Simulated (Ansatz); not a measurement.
# GaH4NO: the cost of one run

Program: Ansatz 0.2.0. Level of theory: RHF/def2-SVP. These are calculated values, not measurements.

1 further run of the same task is left out (set aside as unsound or not needed).

**1. The structure to begin with**

Bond lengths: Ga1–O2 1.790 Å, O2–H3 1.010 Å, Ga1–H4 1.570 Å, Ga1–N5 1.930 Å, N5–H6 1.060 Å, N5–H7 1.060 Å. Angles: Ga1–O2–H3 109.5°, O2–Ga1–H4 120.0°, O2–Ga1–N5 120.0°, H4–Ga1–N5 120.0°, Ga1–N5–H6 120.0°, Ga1–N5–H7 120.0°, H6–N5–H7 120.0°.

As a file:

```xyz
7

Ga    0.0000    0.0000    0.0000
O     0.0000    0.0000    1.7900
H    -0.9095   -0.2814    2.1271
H     1.3596    0.0000   -0.7850
N    -1.6714    0.0000   -0.9650
H    -2.3403   -0.8164   -0.8664
H    -1.9204    0.8164   -1.5936
```

**2. Relaxing the start**

File input.yaml:

```yaml
crystal:
  periodic: [false, false, false]
  atoms:
    - { symbol: Ga, position_ang: [0.0, 0.0, 0.0] }
    - { symbol: O, position_ang: [0.0, 0.0, 1.79] }
    - { symbol: H, position_ang: [-0.9095, -0.2814, 2.1271] }
    - { symbol: H, position_ang: [1.3596, 0.0, -0.785] }
    - { symbol: "N", position_ang: [-1.6714, 0.0, -0.965] }
    - { symbol: H, position_ang: [-2.3403, -0.8164, -0.8664] }
    - { symbol: H, position_ang: [-1.9204, 0.8164, -1.5936] }
basis:
  gaussian: { orbitals: def2-SVP }
hamiltonian:
  xc: hf
relax:
  f_tol: 0.02
  max_steps: 40
output:
  orbitals: {}
```

The run is started by

```console
$ ansatz run input.yaml --threads 1 --pin off --max-ram 2048MiB --backend cpu --events-out ev --progress --plain --runs-dir out
```

**Question.** How long does this run take on 1 thread of AMD EPYC 9B45 (Zen 5), shared host, and how much memory does it need?

About 4.8 s, with a peak of 0.17 GiB.
